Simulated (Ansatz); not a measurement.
# BrClFH2PSi: the cost of one run

Program: Ansatz 0.2.0, driven from Python. The levels of theory stand in the script. These are calculated values, not measurements.

## Step 1: Starting point

Bond lengths: F1–Si2 1.579 Å, Si2–P3 2.178 Å, Si2–Cl4 2.027 Å, Si2–Br5 2.209 Å, P3–H6 1.434 Å, P3–H7 1.435 Å. Angles: F1–Si2–P3 107.3°, F1–Si2–Cl4 111.9°, F1–Si2–Br5 112.0°, P3–Si2–Cl4 107.7°, P3–Si2–Br5 108.8°, Cl4–Si2–Br5 109.0°, Si2–P3–H6 97.8°, Si2–P3–H7 99.1°, H6–P3–H7 93.8°.

The script reads brclfh2psi.xyz:

```xyz
7

F    -1.86610   -0.40700    0.90210
Si   -0.76600   -0.14270   -0.19890
P     1.16530   -0.61600    0.68920
Cl   -1.01290   -1.34060   -1.81480
Br   -0.74820    1.96460   -0.86070
H     1.26820    0.52460    1.55260
H     2.02110   -0.05100   -0.31520
```

## Step 2: Script

The input, brclfh2psi.py:

```python
'''BrClFH2PSi at several levels of theory.'''

from dataclasses import dataclass
from pathlib import Path

import ansatz as az
import numpy as np


@dataclass
class RunConfig:
    basis: str = 'def2-SVP'


cfg = RunConfig()

molecule = az.Crystal.molecule_from_extxyz('brclfh2psi.xyz')

setup = molecule.calculation().basis(gaussian=cfg.basis)

print('functional    E (Ha)        dipole (D)   HOMO (eV)  LUMO (eV)')
for name in ['r2scan', 'b3lyp', 'cam_b3lyp', 'lc_wpbe', 'pbe', 'r2scan0']:
    summary = setup.functional(name).forces().orbitals().run(threads=1, backend='cpu', runs_dir='runs').report
    lines = Path(summary['orbitals_path']).read_text().splitlines()
    field_of = lambda key: [line.split('=')[1].strip() for line in lines if line.startswith(key)]
    orbitals = [(27.211386 * float(e), s, float(n)) for e, s, n in zip(field_of('Ene='), field_of('Spin='), field_of('Occup='))]
    homo = max(e for e, _, n in orbitals if n > 0.5)
    lumo = min(e for e, _, n in orbitals if n < 0.5)
    dipole = 4.803205 * np.linalg.norm(summary['charge_distribution']['dipole_moment_e_ang'])
    print(f'{name:10s} {summary["free_energy_ev"] / 27.211386246:14.6f} {dipole:9.3f} {homo:11.3f} {lumo:10.3f}')
```

## Step 3: The calls as engine input

The package turns the script's settings into the engine's input (first run):

```yaml
crystal:
  periodic: [false, false, false]
  atoms:
    - { symbol: F, position_ang: [-1.8661, -0.407, 0.9021] }
    - { symbol: Si, position_ang: [-0.766, -0.1427, -0.1989] }
    - { symbol: P, position_ang: [1.1653, -0.616, 0.6892] }
    - { symbol: Cl, position_ang: [-1.0129, -1.3406, -1.8148] }
    - { symbol: Br, position_ang: [-0.7482, 1.9646, -0.8607] }
    - { symbol: H, position_ang: [1.2682, 0.5246, 1.5526] }
    - { symbol: H, position_ang: [2.0211, -0.051, -0.3152] }
basis:
  gaussian:
    orbitals: def2-SVP
hamiltonian:
  xc: r2scan
output:
  orbitals: {}
  forces: true
```

## Step 4: Launch

The run is started by

```
$ python brclfh2psi.py
```

What time and memory should one allow on 1 thread of AMD EPYC 7R13 (Zen 3), shared host?

About 37 s, with a peak of 0.4 GiB.
